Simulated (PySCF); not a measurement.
**SiSe under other conditions**

Aim: change spin, charge, geometry, field or solvent of SiSe, one at a time, and compare with the base run.

Program: PySCF 2.14.0. Level of theory: each script names its method and basis. These are calculated values, not measurements.

3 further runs of the same task are left out: 3 that didn't finish.

## (1) Where the work starts

SiSe: 2 atoms, charge 0, spin multiplicity 1.

Bond lengths: Si1–Se2 2.230 Å.

## (2) The base run

input.py reads:

```python
from pyscf import gto, dft

mol = gto.M(
    atom='Si 0 0 0; Se 0 0 2.23',
    basis='6-31g',
    charge=0,
    spin=0,
    verbose=4,
)
mf = dft.RKS(mol, xc='pbe')
mf.kernel()
mf.analyze()
print('orbital energies (hartree):', mf.mo_energy[..., max(0, mol.nelec[1]-3):mol.nelec[0]+3].round(4))
```

On the command line:

```console
$ OMP_NUM_THREADS=1 python input.py
```

Its log is not repeated here.

In short: E(SCF) = -2690.140350 Eh, 11 cycles, μ = 1.64 D.

The bond length is a typed value, not an optimised one.

## (3) Bond 1.784 Å

Edit 1 changes bond length: 2.23 Å → 1.784 Å.

input.py reads:

```python
from pyscf import gto, dft

mol = gto.M(
    atom='Si 0 0 0; Se 0 0 1.784',
    basis='6-31g',
    charge=0,
    spin=0,
    verbose=4,
)
mf = dft.RKS(mol, xc='pbe')
mf.kernel()
mf.analyze()
print('orbital energies (hartree):', mf.mo_energy[..., max(0, mol.nelec[1]-3):mol.nelec[0]+3].round(4))
```

On the command line:

```console
$ OMP_NUM_THREADS=1 python input.py
```

## (4) Quintet (UKS)

Edit 2 changes spin (2S): 0 → 4; SCF type: RKS → UKS.

input.py reads:

```python
from pyscf import gto, dft

mol = gto.M(
    atom='Si 0 0 0; Se 0 0 2.23',
    basis='6-31g',
    charge=0,
    spin=4,
    verbose=4,
)
mf = dft.UKS(mol, xc='pbe')
mf.kernel()
mf.analyze()
print('orbital energies (hartree):', [e[max(0, n-3):n+3].round(4) for e, n in zip(mf.mo_energy, mol.nelec)])
```

## (5) PCM, ε = 2.27

Edit 3 changes solvent: none (gas phase) → PCM, ε = 2.27.

Edit input.py of step 2 so:

```diff
@@ -1,2 +1,2 @@
-from pyscf import gto, dft
+from pyscf import gto, dft, solvent
 
@@ -10,2 +10,4 @@
 mf = dft.RKS(mol, xc='pbe')
+mf = solvent.PCM(mf)
+mf.with_solvent.eps = 2.27
 mf.kernel()
```

## (6) Electric field 0.05 a.u.

Edit 4 changes electric field: none → 0.05 a.u.

Edit input.py of step 2 so:

```diff
@@ -10,2 +10,7 @@
 mf = dft.RKS(mol, xc='pbe')
+field = 0.05  # electric field along z, atomic units
+h = mf.get_hcore() + field*mol.intor('int1e_r')[2]
+mf.get_hcore = lambda *args: h
+e_nuc = mol.energy_nuc() - field*mol.atom_charges() @ mol.atom_coords()[:, 2]
+mf.energy_nuc = lambda *args: e_nuc
 mf.kernel()
```

## (7) Bond 2.297 Å

Edit 5 changes bond length: 2.23 Å → 2.297 Å.

Edit input.py of step 2 so:

```diff
@@ -3,3 +3,3 @@
 mol = gto.M(
-    atom='Si 0 0 0; Se 0 0 2.23',
+    atom='Si 0 0 0; Se 0 0 2.297',
     basis='6-31g',
```

## (8) Charge -1 (doublet, UKS)

Edit 6 changes charge: 0 → -1; spin (2S): 0 → 1; SCF type: RKS → UKS.

input.py reads:

```python
from pyscf import gto, dft

mol = gto.M(
    atom='Si 0 0 0; Se 0 0 2.23',
    basis='6-31g',
    charge=-1,
    spin=1,
    verbose=4,
)
mf = dft.UKS(mol, xc='pbe')
mf.kernel()
mf.analyze()
print('orbital energies (hartree):', [e[max(0, n-3):n+3].round(4) for e, n in zip(mf.mo_energy, mol.nelec)])
```

**Question.** What will these runs give? Wanted: for each run, E(SCF); from base; gap, α spin; SCF dipole.

The runs gave:

| run | E(SCF) (hartree) | from base (eV) | cycles | gap, α spin (eV) | SCF dipole (D) |
| --- | --- | --- | --- | --- | --- |
| base | -2690.140350 | 0 | 11 | 3.10 | 1.64 |
| bond 1.784 Å | -2690.047493 | +2.5268 | 9 | 3.72 | 0.18 |
| quintet (UKS) | -2689.955714 | +5.0242 | 9 | 2.94 | 0.49 |
| PCM, ε = 2.27 | -2690.141422 | -0.0292 | 10 | 3.12 | 2.12 |
| electric field 0.05 a.u. | -2690.221308 | -2.2030 | 12 | 2.70 | 10.03 |
| bond 2.297 Å | -2690.136518 | +0.1043 | 11 | 2.84 | 1.84 |
| charge -1 (doublet, UKS) | -2690.167389 | -0.7358 | 11 | 0.01 | n/a |

In words: Of the runs whose energies can be compared, “quintet (UKS)” moves the SCF energy most (+5.024 eV). The quintet solution found lies 5.02 eV above the base singlet at this geometry and level. A continuum solvent with ε = 2.27 lowers the energy by 0.029 eV. At the SCF level, adding an electron (to the doublet) releases 0.74 eV at fixed geometry.
